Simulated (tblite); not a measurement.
# C4H12GaNO: the cost of one run

The runs use tblite 0.8.0 and PySCF 2.14.0, with density-fitted response routines of our own; the level of theory stands in each step. All values are computed, except where a source is named. Atoms are numbered from 0 throughout.

## 1. The starting structure

19 atoms, charge 0, multiplicity 1; geometry from: force field or distance geometry start.

Bonds of the start (Å): C0–C1 1.34, C1–Ga2 1.98, Ga2–N3 1.91, C1–C4 1.47, C4–C5 1.51, C4–O6 1.39, C0–H7 1.09, C0–H8 1.09, Ga2–H9 1.61, Ga2–H10 1.60, N3–H11 1.07, N3–H12 1.04, N3–H13 1.05, C4–H14 1.12, C5–H15 1.12, C5–H16 1.12, C5–H17 1.11, O6–H18 1.01.

## 2. Optimising the geometry with GFN2-xTB

The job: settings as JSON, then the geometry in Å.

```
{"job": {"kind": "relax", "xc": "GFN2-xTB", "basis": "xTB"}, "charge": 0, "multiplicity": 1}
C      0.131100    -1.460900     0.172500
C     -0.083400    -0.180600    -0.170700
Ga     1.518500     0.936700    -0.509600
N      2.943800     0.116800     0.460400
C     -1.411600     0.439200    -0.278500
C     -2.455000    -0.607700     0.025200
O     -1.630200     1.516900     0.567100
H      1.144400    -1.856200     0.253000
H     -0.675400    -2.158700     0.386900
H      1.794200     0.874200    -2.093900
H      1.302100     2.450600    -0.025800
H      2.531900    -0.414700     1.290700
H      3.620500     0.822900     0.803200
H      3.407500    -0.554000    -0.199300
H     -1.550600     0.728400    -1.348600
H     -3.479400    -0.149200     0.099500
H     -2.236400    -1.010600     1.047400
H     -2.385100    -1.406000    -0.743900
H     -2.496700     1.922000     0.256900
```

Run with:

```bash
$ OMP_NUM_THREADS=1 python probes_run.py task.json out
```

The driver reads the jobs from task.json and runs them one after another.

Q: Estimate the wall time and peak memory of this first job on 1 thread of Intel Xeon at 2.50GHz, shared host.

About 3.5 s, with a peak of 0.18 GiB.
